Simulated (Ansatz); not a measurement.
**CH7NSSi: one species, many methods**

How much do the methods differ for CH7NSSi? The plan is to run it at one geometry with functionals of several rungs and with coupled cluster, and see how far each lands from CCSD(T) at the basis-set limit for the atomisation energy.

Program: Ansatz 0.2.0, Gaussian basis. Level of theory: functionals in def2-TZVPP, the program's frozen cores in correlated methods. These are calculated values, not measurements.

Levels to be run: LDA (SPW92), PBE-D4, revPBE-D4, BLYP-D4, r2SCAN-D4, B97M-V, PBE0-D4, B3LYP-D4, r2SCANh-D4, r2SCAN0-D4, HSE06-D4, BHLYP-D4, CAM-B3LYP-D4, LC-ωPBE, ωB97X-V, ωB97M-V, B2PLYP, PBE-QIDH; CCSD(T)/def2-SVP; CCSD(T)/def2-TZVPP; MP2/def2-QZVPP; extrapolation to the limit; RPA on PBE.

### 1 Structure used throughout

An earlier PBE0-D4 in a triple-zeta def2 set relaxation fixed the geometry.

SMILES `CS[SiH2]N`, 11 atoms, charge 0, spin multiplicity 1.

Atoms are counted from 1 here; the program's logs count them from 0.

Bond lengths: C1–S2 1.815 Å, C1–H5 1.090 Å, C1–H6 1.090 Å, C1–H7 1.089 Å, S2–Si3 2.131 Å, Si3–N4 1.711 Å, Si3–H8 1.484 Å, Si3–H9 1.486 Å, N4–H10 1.006 Å, N4–H11 1.005 Å. Angles: S2–C1–H5 110.9°, S2–C1–H6 111.0°, S2–C1–H7 107.2°, H5–C1–H6 109.9°, H5–C1–H7 108.8°, H6–C1–H7 108.9°, C1–S2–Si3 99.5°, S2–Si3–N4 116.3°, S2–Si3–H8 102.6°, S2–Si3–H9 110.0°, N4–Si3–H8 111.3°, N4–Si3–H9 104.7°, H8–Si3–H9 112.0°, Si3–N4–H10 122.3°, Si3–N4–H11 120.8°, H10–N4–H11 112.1°.

### 2 LDA

This LDA is Slater exchange with PW92 correlation.

Input file in.yaml:

```yaml
crystal:
  periodic: [false, false, false]
  atoms:
    - {symbol: C, position_ang: [-0.800625, 1.649638, -0.274704]}
    - {symbol: S, position_ang: [-1.465920, 0.287890, 0.723824]}
    - {symbol: Si, position_ang: [0.271741, -0.940154, 0.846135]}
    - {symbol: N, position_ang: [0.897551, -1.519712, -0.636787]}
    - {symbol: H, position_ang: [-0.420124, 1.282496, -1.227925]}
    - {symbol: H, position_ang: [-0.011285, 2.177645, 0.261147]}
    - {symbol: H, position_ang: [-1.620926, 2.340681, -0.465904]}
    - {symbol: H, position_ang: [-0.180264, -2.055455, 1.713670]}
    - {symbol: H, position_ang: [1.392139, -0.177744, 1.456754]}
    - {symbol: H, position_ang: [0.339149, -2.049495, -1.285037]}
    - {symbol: H, position_ang: [1.663762, -1.052789, -1.090573]}
basis:
  gaussian: {orbitals: def2-TZVPP}
hamiltonian: {xc: lda}
output: {orbitals: {seedname: orbitals}}
```

Launch:

```sh
ansatz run in.yaml --threads 4 --pin off --events-out ev --progress --plain --max-ram 10444MiB
```

Further steps of the session: PBE-D4 (GGA); revPBE-D4 (GGA); BLYP-D4 (GGA); r2SCAN-D4 (meta-GGA); B97M-V (meta-GGA); B3LYP-D4 (hybrid); r2SCANh-D4 (hybrid); r2SCAN0-D4 (hybrid); HSE06-D4 (hybrid); BHLYP-D4 (hybrid); CAM-B3LYP-D4 (range-separated); LC-ωPBE (range-separated); ωB97X-V (range-separated); ωB97M-V (range-separated); B2PLYP (double hybrid); PBE-QIDH (double hybrid); CCSD(T) in def2-SVP; CCSD(T) in def2-TZVPP; MP2 in def2-QZVPP; RPA on PBE orbitals.

Before running them: what should the planned runs give, taken together? Wanted: atomisation energy, CCSD(T)/CBS; farthest beyond LDA; mean size of error, GGA; mean size of error, meta-GGA; mean size of error, hybrid; mean size of error, range-separated; mean size of error, double hybrid; gap, smallest and largest; T1 diagnostic.

As calculated:

| quantity | value |
| --- | --- |
| atomisation energy, CCSD(T)/CBS | 38.879 eV |
| functionals within 0.194 eV (0.5 %) | BLYP-D4, r2SCAN-D4, B97M-V, PBE0-D4, B3LYP-D4, HSE06-D4, CAM-B3LYP-D4, ωB97X-V, ωB97M-V |
| farthest beyond LDA | BHLYP-D4 (-0.896 eV) |
| mean size of error, GGA | 0.324 eV |
| mean size of error, meta-GGA | 0.098 eV |
| mean size of error, hybrid | 0.333 eV |
| mean size of error, range-separated | 0.217 eV |
| mean size of error, double hybrid | 0.499 eV |
| gap, smallest and largest | 4.97 eV (BLYP-D4), 11.95 eV (LC-ωPBE) |
| T1 diagnostic | 0.0104 |
| triples share of the correlation energy | 3.9 % |

The LDA atomisation energy is off by 4.998 eV (13 %): it overbinds. PBE-D4 is off by +0.338 eV. Double hybrids carry the basis error of their MP2 part in triple zeta, and no dispersion term here, so their miss is partly the set-up's. Taken by rung, meta-GGA functionals do best (0.098 eV on average) and double hybrid ones worst beyond LDA (0.499 eV). hybrid functionals lie within the reference's doubt of that worst mean (0.333 eV), so those two tie. The reference freezes the cores and leaves out relativity and excitations past (T), so misses under about 0.194 eV can't be ranked. Hartree-Fock recovers 72 % of the binding; the rest is correlation. CCSD(T) in def2-SVP is off by -2.915 eV, more than most functionals: a good method in a small basis is no reference. Orbital gaps span 5.0 to 12.0 eV; exact exchange widens them.
